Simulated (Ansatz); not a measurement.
# GaH5OSnTe2: ionisation energy by level of theory

An exercise on one series of results from a longer session: the logs are not shown, and one member is left open.

The runs use Ansatz 0.2.0, Gaussian basis; unrestricted cation, the program's frozen cores in correlated methods.

The runs, in order: UKS PBE-D4/def2-TZVPP; UKS r2SCAN-D4/def2-TZVPP; UKS PBE0-D4/def2-TZVPP; UKS B3LYP-D4/def2-TZVPP; UKS wB97X-V/def2-TZVPP; UKS wB97M-V/def2-TZVPP; UKS B2PLYP/def2-TZVPP; UHF-CCSD(T)/def2-TZVPP; UHF-MP2/def2-QZVPP; extrapolation to the limit; then −ε(HOMO) from the neutral's earlier runs with LDA (SPW92), PBE-D4, revPBE-D4, BLYP-D4, r2SCAN-D4, B97M-V, PBE0-D4, B3LYP-D4, r2SCANh-D4, r2SCAN0-D4, HSE06-D4, BHLYP-D4, CAM-B3LYP-D4, LC-ωPBE, ωB97X-V, ωB97M-V.

## The geometry

All runs share one geometry, relaxed beforehand with PBE0-D4 in a triple-zeta def2 set. Sn, Te take the def2 core potential; no spin-orbit term is included.

SMILES `[SnH3][O][Ga]([TeH])[TeH]`, 10 atoms, charge 0, spin multiplicity 1.

Atoms are counted from 1 here; the program's logs count them from 0.

Bond lengths: Sn1–O2 1.962 Å, Sn1–H6 1.712 Å, Sn1–H7 1.704 Å, Sn1–H8 1.704 Å, O2–Ga3 1.771 Å, Ga3–Te4 2.518 Å, Ga3–Te5 2.532 Å, Te4–H9 1.657 Å, Te5–H10 1.658 Å. Angles: O2–Sn1–H6 107.1°, O2–Sn1–H7 106.2°, O2–Sn1–H8 106.2°, H6–Sn1–H7 112.1°, H6–Sn1–H8 112.1°, H7–Sn1–H8 112.8°, Sn1–O2–Ga3 130.5°, O2–Ga3–Te4 117.7°, O2–Ga3–Te5 118.8°, Te4–Ga3–Te5 123.4°, Ga3–Te4–H9 89.7°, Ga3–Te5–H10 89.8°.

As a file:

```
Sn   -2.2311   -0.0444   -0.2077
O    -0.3794   -0.0104   -0.8552
Ga    1.1511    0.0217    0.0358
Te    3.2835    0.0635   -1.3020
Te    1.0914    0.0217    2.5673
H    -2.1651   -0.0298    1.5033
H    -2.9180   -1.4828   -0.8091
H    -2.9775    1.3542   -0.8312
H     2.3960    0.0488   -2.7017
H     2.7490    0.0574    2.6006
```

The first run:

Input file in.yaml:

```yaml
crystal:
  periodic: [false, false, false]
  atoms:
    - {symbol: Sn, position_ang: [-2.231119, -0.044417, -0.207704]}
    - {symbol: O, position_ang: [-0.379413, -0.010376, -0.855208]}
    - {symbol: Ga, position_ang: [1.151130, 0.021672, 0.035769]}
    - {symbol: Te, position_ang: [3.283534, 0.063545, -1.302006]}
    - {symbol: Te, position_ang: [1.091444, 0.021685, 2.567267]}
    - {symbol: H, position_ang: [-2.165108, -0.029804, 1.503298]}
    - {symbol: H, position_ang: [-2.917956, -1.482751, -0.809106]}
    - {symbol: H, position_ang: [-2.977482, 1.354247, -0.831189]}
    - {symbol: H, position_ang: [2.396000, 0.048755, -2.701727]}
    - {symbol: H, position_ang: [2.748960, 0.057435, 2.600606]}
basis:
  gaussian: {orbitals: def2-TZVPP}
total_charge: 1
magnetization: {spin_polarized: true, initial_magnetization: 1}
hamiltonian: {xc: pbe, dispersion: d4}
```

Run with:

```console
$ ansatz run in.yaml --threads 2 --pin off --events-out ev --progress --plain --max-ram 20480MiB --backend cuda --devices 0, --max-vram 18GiB
```

Steps of the session up to this table: Cation, UKS PBE-D4/def2-TZVPP; Cation, UKS r2SCAN-D4/def2-TZVPP; Cation, UKS PBE0-D4/def2-TZVPP; Cation, UKS B3LYP-D4/def2-TZVPP; Cation, UKS wB97X-V/def2-TZVPP; Cation, UKS wB97M-V/def2-TZVPP; Cation, UKS B2PLYP (frozen core)/def2-TZVPP; Cation, UHF-CCSD(T)/def2-TZVPP; Cation, UHF-MP2/def2-QZVPP.

One of the session's tables, all rows but one given; the rest of the session is left out.

It belongs to the step «Ionisation energies side by side». Orbital estimates, from the neutral's runs:

```
  functional  −ε(HOMO) (eV)
 LDA (SPW92)           5.72
      PBE-D4           5.56
   revPBE-D4              ?
     BLYP-D4           5.38
   r2SCAN-D4           5.82
      B97M-V           5.78
     PBE0-D4           6.57
    B3LYP-D4           6.34
  r2SCANh-D4           6.18
  r2SCAN0-D4           6.74
    HSE06-D4           6.18
    BHLYP-D4           7.40
CAM-B3LYP-D4           7.73
     LC-ωPBE           9.02
     ωB97X-V           8.71
     ωB97M-V           8.60
```

Q: Estimate the row for revPBE-D4 from the others.

The run gave: −ε(HOMO) (eV): 5.51. In the column «−ε(HOMO) (eV)» it lies between BLYP-D4 (5.38) and PBE-D4 (5.56).
